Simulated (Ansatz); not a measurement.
# C5H12Si: the cost of one run

Computed with Ansatz 0.2.0 (the levels named in each step, unless a step's input says otherwise).

## 1. The starting structure

Bond lengths (14 of 18 bonds, heavy atoms first): Si1–C2 1.899 Å, C2–C3 1.528 Å, C3–C4 1.534 Å, C4–C5 1.541 Å, C2–C6 1.529 Å, C5–C6 1.534 Å, Si1–H7 1.466 Å, Si1–H8 1.464 Å, Si1–H9 1.465 Å, C2–H10 1.096 Å, C3–H11 1.089 Å, C3–H12 1.092 Å, C4–H13 1.091 Å, C4–H14 1.090 Å. Angles (14 of 36 angles, heavy atoms first): Si1–C2–C3 114.7°, Si1–C2–C6 114.6°, C3–C2–C6 101.7°, C2–C3–C4 104.3°, C3–C4–C5 105.7°, C4–C5–C6 105.7°, C2–C6–C5 104.3°, Si1–C2–H10 109.5°, C3–C2–H10 107.9°, C6–C2–H10 107.9°, C2–Si1–H7 109.2°, C2–Si1–H8 109.3°, C2–Si1–H9 109.4°, C2–C3–H11 112.6°.

As a file:

```xyz
18

Si    2.0217    0.6533    0.0425
C     0.1349    0.4669   -0.0708
C    -0.3479   -0.5067   -1.1455
C    -1.8174   -0.7664   -0.7904
C    -1.9327   -0.5052    0.7241
C    -0.5253   -0.1050    1.1845
H     2.5311    1.1736   -1.2295
H     2.3517    1.5798    1.1265
H     2.6255   -0.6547    0.3090
H    -0.3177    1.4443   -0.2742
H    -0.2303   -0.1098   -2.1532
H     0.2199   -1.4371   -1.0805
H    -2.4627   -0.0814   -1.3415
H    -2.1164   -1.7812   -1.0513
H    -2.6345    0.3076    0.9143
H    -2.2924   -1.3824    1.2611
H     0.0221   -0.9891    1.5173
H    -0.5472    0.6077    2.0081
```

## 2. A rough first relaxation, PBE-D4/def2-SVP

This run stands in another session on the same molecule. It ended at:

```xyz
18

Si    2.0205    0.6672    0.0382
C     0.1364    0.4666   -0.0704
C    -0.3546   -0.5090   -1.1610
C    -1.8349   -0.7786   -0.7979
C    -1.9514   -0.5147    0.7325
C    -0.5341   -0.1021    1.1983
H     2.5836    1.2025   -1.2533
H     2.4011    1.6146    1.1469
H     2.6560   -0.6720    0.3165
H    -0.2907    1.4761   -0.2769
H    -0.2232   -0.1164   -2.1897
H     0.2294   -1.4543   -1.1011
H    -2.4958   -0.0869   -1.3594
H    -2.1465   -1.8051   -1.0775
H    -2.6698    0.3075    0.9281
H    -2.3266   -1.3970    1.2891
H     0.0282   -0.9983    1.5433
H    -0.5453    0.6140    2.0449
```

## 3. Relaxation, HF/STO-3G

Contents of input.yaml:

```yaml
crystal:
  periodic: [false, false, false]
  atoms:
    - { symbol: Si, position_ang: [2.02050482, 0.66718001, 0.03821164] }
    - { symbol: C, position_ang: [0.13643116, 0.46661499, -0.07036264] }
    - { symbol: C, position_ang: [-0.35456147, -0.50895115, -1.16096643] }
    - { symbol: C, position_ang: [-1.83489359, -0.77857561, -0.79785201] }
    - { symbol: C, position_ang: [-1.951357, -0.51467972, 0.73254499] }
    - { symbol: C, position_ang: [-0.53405883, -0.10207061, 1.19827406] }
    - { symbol: H, position_ang: [2.58360739, 1.20249184, -1.25327303] }
    - { symbol: H, position_ang: [2.40109855, 1.6145728, 1.14688546] }
    - { symbol: H, position_ang: [2.65599415, -0.67203405, 0.31653125] }
    - { symbol: H, position_ang: [-0.29072142, 1.47613374, -0.27693198] }
    - { symbol: H, position_ang: [-0.22319664, -0.11643465, -2.18968592] }
    - { symbol: H, position_ang: [0.22938298, -1.4543379, -1.10110786] }
    - { symbol: H, position_ang: [-2.49577861, -0.08693919, -1.35942452] }
    - { symbol: H, position_ang: [-2.14649622, -1.80508983, -1.07746677] }
    - { symbol: H, position_ang: [-2.66982263, 0.30753861, 0.92814444] }
    - { symbol: H, position_ang: [-2.32656875, -1.39699969, 1.2890965] }
    - { symbol: H, position_ang: [0.02821045, -0.99826707, 1.543254] }
    - { symbol: H, position_ang: [-0.54533434, 0.61395748, 2.04488881] }
basis:
  gaussian: { orbitals: STO-3G }
hamiltonian:
  xc: hf
relax:
  f_tol: 0.004
  max_steps: 150
```

Command:

```bash
> ansatz run input.yaml --threads 4 --pin off --max-ram 10240MiB --backend cpu --events-out ev --progress --plain --runs-dir out
```

Q: Estimate wall time and peak memory on 4 threads of Arm Neoverse V2, shared host.

About 3.3 s, with a peak of 0.098 GiB.
